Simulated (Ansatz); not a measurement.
# C2H12Si3: the cost of one run

All numbers below are computed with Ansatz 0.2.0 (RKS BLYP/6-31G).

## Step 1: Starting point

Bond lengths (14 of 16 bonds, heavy atoms first): Si1–C2 1.870 Å, Si1–C6 1.870 Å, Si1–Si10 2.218 Å, Si1–Si14 2.218 Å, C2–H3 1.110 Å, C2–H4 1.110 Å, C2–H5 1.110 Å, C6–H7 1.110 Å, C6–H8 1.110 Å, C6–H9 1.110 Å, Si10–H11 1.460 Å, Si10–H12 1.460 Å, Si10–H13 1.460 Å, Si14–H15 1.460 Å. Angles (14 of 30 angles, heavy atoms first): C2–Si1–C6 109.4°, C2–Si1–Si10 109.5°, C2–Si1–Si14 109.5°, C6–Si1–Si10 109.5°, C6–Si1–Si14 109.5°, Si10–Si1–Si14 109.5°, Si1–C2–H3 109.5°, Si1–C2–H4 109.5°, Si1–C2–H5 109.5°, Si1–C6–H7 109.5°, Si1–C6–H8 109.5°, Si1–C6–H9 109.5°, Si1–Si10–H11 109.5°, Si1–Si10–H12 109.5°.

Its coordinates follow in the input file.

## Step 2: Relaxing the start

Input file input.yaml:

```yaml
crystal:
  periodic: [false, false, false]
  atoms:
    - { symbol: Si, position_ang: [0.0, 0.0, 0.0] }
    - { symbol: C, position_ang: [0.0, 0.0, 1.87] }
    - { symbol: H, position_ang: [-0.9996, -0.3092, 2.2405] }
    - { symbol: H, position_ang: [0.7676, -0.7111, 2.2405] }
    - { symbol: H, position_ang: [0.232, 1.0203, 2.2405] }
    - { symbol: C, position_ang: [1.7634, 0.0, -0.6227] }
    - { symbol: H, position_ang: [2.1111, -1.0463, -0.7509] }
    - { symbol: H, position_ang: [1.8119, 0.5276, -1.5981] }
    - { symbol: H, position_ang: [2.4154, 0.5187, 0.1108] }
    - { symbol: Si, position_ang: [-1.0456, 1.8115, -0.7393] }
    - { symbol: H, position_ang: [-2.4302, 1.478, -1.0607] }
    - { symbol: H, position_ang: [-1.0215, 2.8436, 0.2931] }
    - { symbol: H, position_ang: [-0.3743, 2.3069, -1.9374] }
    - { symbol: Si, position_ang: [-1.0456, -1.8115, -0.7393] }
    - { symbol: H, position_ang: [-1.7029, -2.4846, 0.3772] }
    - { symbol: H, position_ang: [-2.0454, -1.4265, -1.7311] }
    - { symbol: H, position_ang: [-0.0777, -2.7173, -1.3511] }
basis:
  gaussian: { orbitals: "6-31G" }
hamiltonian:
  xc: blyp
relax:
  f_tol: 0.02
  max_steps: 40
```

Command:

```bash
> ansatz run input.yaml --threads 2 --pin off --max-ram 3072MiB --backend cpu --events-out ev --progress --plain --runs-dir out
```

**Question.** How long does this run take on 2 threads of Arm Neoverse V2, shared host, and how much memory does it need?

About 53 s, with a peak of 0.15 GiB.
